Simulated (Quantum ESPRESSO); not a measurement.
## InTe2 in Quantum ESPRESSO: the effect of functional

Crystal: InTe2.

```
CELL_PARAMETERS angstrom
0.00000 3.63009 3.63009
3.63009 0.00000 3.63009
3.63009 3.63009 0.00000
ATOMIC_POSITIONS crystal
In 0.75000 0.75000 0.75000
Te 0.00000 0.00000 0.00000
Te 0.25000 0.25000 0.25000
```

The cell was built by a generator and needn't be a form met in nature.

Alike in all runs:

* Program: Quantum ESPRESSO 7.5
* Task: phonons
* Cutoff: 762 eV
* Density cutoff: 6095 eV
* k mesh: 2 × 2 × 2, shifted
* Occupations: fermi-dirac, width 0.05 eV
* Spin: no spin polarisation

Each run relaxes the cell or the atoms first.

| functional | potentials or basis | relaxed volume (Å³/atom) | highest phonon frequency (cm⁻¹) |
| --- | --- | --- | --- |
| LDA | GBRV 1.5 LDA | 32.33 | 55 |
| PBEsol | GBRV 1.5 PBEsol | 33.19 | 54 |
| PW91 | GBRV 1.5 PBE | 35.70 | 48 |
| WC | GBRV 1.5 PBE | 33.39 | 54 |
| revPBE | GBRV 1.5 PBE | 36.81 | 45 |
| vdW-DF-cx | GBRV 1.5 PBE | ? | ? |

Task: What does the run with functional vdW-DF-cx give?

Result: Relaxed volume 33.82 Å³/atom; highest phonon frequency 56 cm⁻¹.

Caveats: all runs use coarse meshes; the mesh is thin for the phonons of a metal; some modes are imaginary; the potentials were made for another functional, which shifts forces and pressure (some runs); the volume moved by over 15 % at a fixed basis, so the end points are rough (some runs).

Runs at the PBE level aren't shown here.
